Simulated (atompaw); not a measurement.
# A PAW (atompaw) potential for Al, from input to tests

Do these settings give a usable potential? It is generated, then checked for scattering, ghosts and hardness.

Method: atompaw 4.2.0.5, PBE, scalar-relativistic.

## 1. The design

The settings as typed:

```
element                 : aluminium (Al, Z = 13)
type                    : PAW
frozen core             : [He]
valence charge          : 11
reference configuration : 2s2 2p6 3s2 3p1
partial waves           : 2s (bound): rc 0.80 bohr; 3s (bound): rc 1.15 bohr; 2p (bound): rc 0.80 bohr; 3p (bound): rc 1.15 bohr; 3d channel at 0.2 Ry: rc 1.10 bohr; 3d channel at 1.65 Ry: rc 1.10 bohr
local potential         : ultrasoft scheme with l = 3 at -0.5 Ry, radius 0.85 bohr
core correction         : smooth core density matched at 1.15 bohr
augmentation charge     : sinc compensation charge, radius 0.95 bohr; PAW radius 1.15 bohr; waves and projectors: custom rrkj gramschmidtortho
```

The nodes and maxima of the atom's own shells, from an earlier all-electron run, set the scale for the radii.

All-electron outer shells of the reference configuration (PBE, scalar-relativistic, ld1.x):

| shell | level (eV) | outermost node (bohr) | outermost maximum (bohr) |
| --- | --- | --- | --- |
| 1s | -1511.14 | – | 0.08 |
| 2s | -108.17 | 0.16 | 0.50 |
| 2p | -69.64 | – | 0.43 |
| 3s | -7.75 | 0.80 | 2.09 |
| 3p | -2.71 | 0.82 | 2.64 |

## 2. Generation

Input file Al.input:

```
Al 13
GGA-PBE scalarrelativistic loggrid 1500 logderivrange -10 5 376
3 3 0 0 0 0
3 1 1
0 0 0
c
v
v
v
v
2
1.15 0.95 0.85 1.15
n
n
y
0.2
y
1.65
n
custom rrkj gramschmidtortho sinc
3 -0.5 ultrasoft
0.80
1.15
0.80
1.15
1.10
1.10
PWSCFOUT
UPFDX 0.0125d0 UPFXMIN -7.d0 UPFZMESH 13.d0
END
```

Started as:

```console
$ atompaw < Al.input > Al.log
```

What does the calculation give? Wanted: cutoffs for 10 and 1 mRy, occupied levels; bound ghosts; largest phase difference near zero energy, channels read; lowest eigenvalue of the overlap; share of valence orbitals outside the PAW sphere; UPF file.

As calculated:

| quantity | value |
| --- | --- |
| cutoffs for 10 and 1 mRy, occupied levels | 140 Ry and 230 Ry |
| bound ghosts | none found |
| largest phase difference near zero energy, channels read | 0.000 rad |
| lowest eigenvalue of the overlap (Bessel basis) | 0.106 (p) |
| share of valence orbitals outside the PAW sphere | 2s 5 %, 3s 96 %, 2p 6 %, 3p 98 % |
| UPF file | written |

In words: By its cutoff, 140 Ry for the looser tolerance, it is very hard. The slowest occupied level is 2p: taken alone it needs 180 Ry to come within 1 mRy, against 100 Ry for 3p. The Bessel-basis test finds no level below the valence levels. Near zero energy the phases of the channels with partial waves agree within 0.001 rad. All of this concerns the isolated atom, not yet a solid.
